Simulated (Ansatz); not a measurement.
# MoS2: the cost of one run

Method: DFT PBEsol, scalar-relativistic, plane waves, PAW, in Ansatz 0.2.0.

The COD entry's cell or inner coordinates are ideal or old and differ from later refinements, so a difference from it is no clean test against experiment.

3 further runs of the same task are left out: 3 set aside as unsound or not needed.

## (1) Starting point

The structure is trigonal, space group R-3m (No. 166). The conventional cell has a = 3.120 Å, b = 3.120 Å, c = 18.258 Å, α = 90.00°, β = 90.00°, γ = 120.00°. Mo (site symmetry -3m) has 6 S at 2.41 Å as nearest neighbours. Around S (site symmetry 3m) lie 3 Mo at 2.41 Å.

Structure file:

```
CELL_PARAMETERS angstrom
1.56020 0.90078 6.08603
-1.56020 0.90078 6.08603
0.00000 -1.80157 6.08603
ATOMIC_POSITIONS crystal
Mo 0.00000 0.00000 0.00000
S 0.75436 0.75436 0.75436
S 0.24564 0.24564 0.24564
```

This cell was relaxed beforehand with the same method: volume 17.11 Å³/atom, gap on the mesh none (metal).

## (2) Cutting the slab

Miller indices refer to the conventional cell of the relaxed bulk, R-3m (No. 166): a = 3.120 Å, b = 3.120 Å, c = 18.258 Å, α = 90.00°, β = 90.00°, γ = 120.00°.

A (101) slab, 6.7 Å thick as cut, with 17 Å of vacuum; its outer planes are S (top) and S (bottom).

The slab as cut. Layers, bottom to top:

```
plane  atoms per cell  height over the lowest (Å)
    1               S                        0.00
    2              Mo                        0.66
    3               S                        1.31
    4               S                        2.67
    5              Mo                        3.33
    6               S                        3.99
    7               S                        5.35
    8              Mo                        6.00
    9               S                        6.66
```

## (3) The clean surface, relaxed

input.yaml

```yaml
crystal:
  lattice:
    - [3.1204068985, 0.0, 0.0]
    - [-1.5602034493, 6.1523257996, 0.0]
    - [0.0, 0.0, 23.6597815148]
  atoms:
    - { symbol: S, position: [0.8927216588, 0.7854433176, 0.359259446] }
    - { symbol: Mo, position: [0.5321553929, 0.0643107858, 0.3870137636] }
    - { symbol: S, position: [0.171589127, 0.343178254, 0.4147680812] }
    - { symbol: S, position: [0.4248770517, 0.8497541034, 0.4722456824] }
    - { symbol: Mo, position: [0.0643107858, 0.1286215716, 0.5] }
    - { symbol: S, position: [0.7037445199, 0.4074890397, 0.5277543176] }
    - { symbol: S, position: [0.9570324446, 0.9140648892, 0.5852319188] }
    - { symbol: Mo, position: [0.5964661787, 0.1929323573, 0.6129862364] }
    - { symbol: S, position: [0.2358999128, 0.4717998255, 0.640740554] }
basis:
  ecutwfc: 420
kpoints:
  mp_grid: { grid: [10, 5, 1] }
hamiltonian:
  xc: pbesol
scf:
  occupations: { method: gaussian, width: 0.1 }
output:
  forces: true
  eigenvalues: true
  write_density: true
  write_potential: true
  elf: true
  volumetric_format: npy
relax:
  adjacent_minimum: "off"
  f_tol: 0.03
  max_steps: 70
  constraints: [{ sites: [0, 1, 2, 3] }]
efield:
  axis: 3
  dipole_correction: true
  ramp_width: 0.04
```

Launch:

```
$ ansatz run input.yaml --threads 2 --pin off --max-ram 5120MiB --backend cpu --events-out ev --progress --plain --runs-dir out
```

What time and memory should one allow on 2 threads of Intel Xeon Platinum 8488C (Sapphire Rapids), shared host?

About 3.7 min, with a peak of 0.92 GiB.
